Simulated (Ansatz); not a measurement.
Relaxation of a periodic cell of 13 atoms, LiRu12 (host Ru, host structure hcp, interstitial Li), to a largest force component of 0.08 eV/Å in at most 25 steps.

Level of theory: DFT PBE, scalar-relativistic, plane waves, PAW (Ansatz). Settings: accuracy low, cutoff 420 eV, k mesh 3x2x3, fermi-dirac smearing 0.1 eV, no spin polarisation.

```xyz
13
Lattice="5.4000 0.0000 0.0000 -4.0500 7.0148 0.0000 0.0000 0.0000 4.2768" Properties=species:S:1:pos:R:3:forces:R:3
Ru 0.000 0.000 0.000 -0.01 0.17 -0.22
Ru 0.000 1.559 2.138 0.02 0.05 0.18
Ru -1.350 2.338 0.000 0.01 -0.16 -0.16
Ru -1.350 3.897 2.138 0.00 -4.17 -2.79
Ru -2.700 4.677 0.000 -3.71 -2.05 2.72
Ru -2.700 6.235 2.138 -3.11 1.87 -2.29
Ru 2.700 0.000 0.000 0.01 3.69 2.29
Ru 2.700 1.559 2.138 -0.01 0.15 0.17
Ru 1.350 2.338 0.000 -0.02 -0.06 -0.19
Ru 1.350 3.897 2.138 0.01 -0.16 0.21
Ru 0.000 4.677 0.000 3.68 -2.01 2.68
Ru 0.000 6.235 2.138 3.09 1.86 -2.27
Li -1.352 5.417 3.223 0.04 0.82 -0.32
```

Question: Where does it end, and by what steps?

Answer: The forces met the threshold. Limits of this set-up: coarse k mesh, a small cell, in which the defect meets its images, low accuracy level. After 5 steps the energy has fallen by 2.215 eV; Ru4 moved furthest, 0.18 Å.

| step | energy less start (eV) | largest force component (eV/Å) | accepted |
| --- | --- | --- | --- |
| 0 | 0.0000 | 4.166 | yes |
| 1 | -1.7947 | 1.501 | yes |
| 2 | -2.1936 | 0.294 | yes |
| 3 | -2.1990 | 0.271 | yes |
| 4 | -2.2136 | 0.081 | yes |
| 5 | -2.2148 | 0.006 | yes |

```xyz
13
Lattice="5.4000 0.0000 0.0000 -4.0500 7.0148 0.0000 0.0000 0.0000 4.2768" Properties=species:S:1:pos:R:3
Ru 0.000 0.015 -0.086
Ru 0.009 1.562 2.160
Ru -1.344 2.311 -0.046
Ru -1.344 3.758 2.025
Ru -2.790 4.587 0.121
Ru -2.797 6.298 2.015
Ru 2.693 0.132 0.116
Ru 2.693 1.580 2.187
Ru 1.341 2.330 -0.020
Ru 1.350 3.877 2.227
Ru 0.097 4.608 0.126
Ru 0.090 6.320 2.020
Li -1.350 5.452 3.209
```

Whether the end is a true minimum wasn't checked by a vibrational analysis.

The run took 13 s on 2 threads of AMD EPYC 9R45 96-Core Processor (Zen 5) (shared host), peak memory 0.6 GiB.
